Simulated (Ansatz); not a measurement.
# ClF3H2Si: the cost of one run

Program: Ansatz 0.2.0. Level of theory: RKS B3LYP-D4/def2-SVP. These are calculated values, not measurements.

## Step 1: Starting point

Bond lengths: Si1–F3 1.590 Å, Si1–F4 1.589 Å, Si1–F5 1.589 Å, Si1–Cl6 2.430 Å. Angles: F3–Si1–F4 109.5°, F3–Si1–F5 109.5°, F3–Si1–Cl6 178.9°, F4–Si1–F5 109.5°, F4–Si1–Cl6 70.0°, F5–Si1–Cl6 70.0°.

As a file:

```xyz
7

Si    0.0000    0.0000    0.0000
H     0.0000    0.0000    1.8100
F     1.4994    0.0000   -0.5295
F    -0.7489    1.2974   -0.5295
F    -0.7489   -1.2974   -0.5295
Cl   -2.3060    0.0000    0.7662
H    -0.9541    0.0000    1.8716
```

## Step 2: Pulling towards end A

Springs on the bonds that form and break draw the guess towards this end; the thresholds are loose.

File input.yaml:

```yaml
crystal:
  periodic: [false, false, false]
  atoms:
    - { symbol: Si, position_ang: [0.0, 0.0, 0.0] }
    - { symbol: H, position_ang: [0.0, 0.0, 1.81] }
    - { symbol: F, position_ang: [1.4994, 0.0, -0.5295] }
    - { symbol: F, position_ang: [-0.7489, 1.2974, -0.5295] }
    - { symbol: F, position_ang: [-0.7489, -1.2974, -0.5295] }
    - { symbol: Cl, position_ang: [-2.306, 0.0, 0.7662] }
    - { symbol: H, position_ang: [-0.9541, 0.0, 1.8716] }
basis:
  gaussian: { orbitals: def2-SVP }
hamiltonian:
  xc: b3lyp
  dispersion: d4
relax:
  f_tol: 0.15
  max_steps: 25
  restrain:
    - { distance: [0, 5], at: 3.33, k: 30.0 }
    - { distance: [6, 1], at: 1.86, k: 30.0 }
    - { distance: [0, 1], at: 1.46, k: 30.0 }
    - { distance: [6, 5], at: 1.37, k: 30.0 }
output:
  orbitals: {}
```

Launch:

```
$ ansatz run input.yaml --threads 2 --pin off --max-ram 3072MiB --backend cpu --events-out ev --progress --plain --runs-dir out
```

What time and memory should one allow on 2 threads of Intel Xeon 6975P-C (Granite Rapids), shared host?

About 11 s, with a peak of 0.2 GiB.
